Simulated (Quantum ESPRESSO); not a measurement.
# Cu (Fm-3m) in Quantum ESPRESSO: phonons and electron-phonon coupling with PBEsol

Aim: the phonons and electron-phonon coupling of Cu with PBEsol.

All numbers are computed with Quantum ESPRESSO 7.5; they aren't measurements. Logs are shortened: lines on timing, memory, paths and dates and some standing lists are left out, and cuts for length are marked.

## (1) The structure

It takes space group Fm-3m (No. 225, cubic). Conventional cell: a = 5.561 Å, b = 5.561 Å, c = 5.561 Å, α = 90.00°, β = 90.00°, γ = 90.00°. Around Cu (site symmetry -43m) lie 4 Cu at 2.41 Å. Cu (site symmetry m-3m) has 8 Cu at 2.41 Å as nearest neighbours.

The cell was built by a generator and needn't be a form met in nature.

(Continued in part 2 of 2.)
